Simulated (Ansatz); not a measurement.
# COPd: the cost of one run

Program: Ansatz 0.2.0. Level of theory: the levels named in each step. These are calculated values, not measurements.

## Step 1: The structure to begin with

Bond lengths: O1–C2 1.139 Å, C2–Pd3 1.870 Å. Angles: O1–C2–Pd3 180.0°.

Coordinates:

```xyz
3

O     0.0000    0.0000   -1.3823
C     0.0000    0.0000   -0.2437
Pd    0.0000    0.0000    1.6260
```

## Step 2: A rough first relaxation, PBE-D4/def2-SVP

This run stands in another session on the same molecule. It ended at:

```xyz
3

O     0.0000    0.0000   -1.3817
C     0.0000    0.0000   -0.2211
Pd    0.0000    0.0000    1.6028
```

## Step 3: Relaxation, PBE0-D4/def2-TZVPP

Input file input.yaml:

```yaml
crystal:
  periodic: [false, false, false]
  atoms:
    - { symbol: O, position_ang: [0.0, 0.0, -1.38170507] }
    - { symbol: C, position_ang: [0.0, 0.0, -0.22106637] }
    - { symbol: Pd, position_ang: [0.0, 0.0, 1.60277144] }
basis:
  gaussian: { orbitals: def2-TZVPP }
hamiltonian:
  xc: pbe0
  dispersion: d4
relax:
  f_tol: 0.002
  max_steps: 150
```

On the command line:

```sh
$ ansatz run input.yaml --threads 2 --pin off --max-ram 5120MiB --backend cpu --events-out ev --progress --plain --runs-dir out
```

What time and memory should one allow on 2 threads of Intel Xeon Platinum 8488C (Sapphire Rapids), shared host?

About 5.8 s, with a peak of 0.19 GiB.
